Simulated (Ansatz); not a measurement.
AsI: an atomisation energy, run with the Ansatz DFT code, driven from Python.

`asi_tae.py`
```python
from collections import Counter
import logging
import sys

import ansatz

logging.basicConfig(stream=sys.stdout, format='%(name)s: %(message)s')
log = logging.getLogger('ansatz_job')
log.setLevel(logging.INFO)


def single_point(molecule, charge=0, unpaired=0):
    calc = molecule.calculation().basis(gaussian='def2-TZVP').functional('PBE0')
    if charge:
        calc = calc.charge(charge)
    if unpaired:
        calc = calc.spin('collinear', total=unpaired)
    return calc.run(threads=1).report['free_energy_ev']

GEOMETRY = '''
As    0.00000    0.00000    0.00000
I     0.00000    0.00000    2.48500
'''

asi = ansatz.Crystal.molecule()
for line in GEOMETRY.strip().splitlines():
    symbol, *xyz = line.split()
    asi = asi.atom(symbol, [float(v) for v in xyz])

unpaired = {'As': 3, 'I': 1}
counts = Counter(site.symbol for site in asi.cartesian_sites)
atom_energy = {s: single_point(ansatz.Crystal.molecule().atom(s, (0, 0, 0)), 0, unpaired[s]) for s in counts}
whole = single_point(asi, 0, 2)
for s, e in atom_energy.items():
    log.info(f'{s:2s} x{counts[s]}  {e:14.5f} eV')
log.info(f'AsI: {whole:.5f} eV')
split = sum(counts[s] * e for s, e in atom_energy.items()) - whole
log.info(f'atomisation energy (no zero-point term): {96.485332 * split:.1f} kJ/mol, {split / sum(counts.values()):.3f} eV an atom')
```

What does it cost to take this molecule apart into atoms?

237.0 kJ/mol from the electronic energies, without the zero-point term.

The run itself:

Output of `python asi_tae.py`:
```text
ansatz_job: As x1    -60832.11600 eV
ansatz_job: I  x1     -8100.64253 eV
ansatz_job: AsI: -68935.21502 eV
ansatz_job: atomisation energy (no zero-point term): 237.0 kJ/mol, 1.228 eV an atom
```

Reading the output:
- Total energies depend on the basis set; only differences at equal settings carry meaning.
- The geometry is a force-field or estimated start, not a minimum of this method, and the basis set is short of its limit. All parts are taken at fixed geometry, without zero-point energy.
- def2 sets replace the cores of elements past krypton by effective core potentials.
- The species is open-shell (spin multiplicity 3).
- The spin-orbit lowering of heavy atoms is left out.
- The spin state was assumed, and another may lie lower.
- Timing: 7 s on 1 thread of Intel(R) Xeon(R) Platinum 8259CL CPU @ 2.50GHz (Skylake/Cascade Lake), with other jobs on the host, peak memory 0.31 GiB.

(Lines on the test bed's own set-up are left out of the output.)
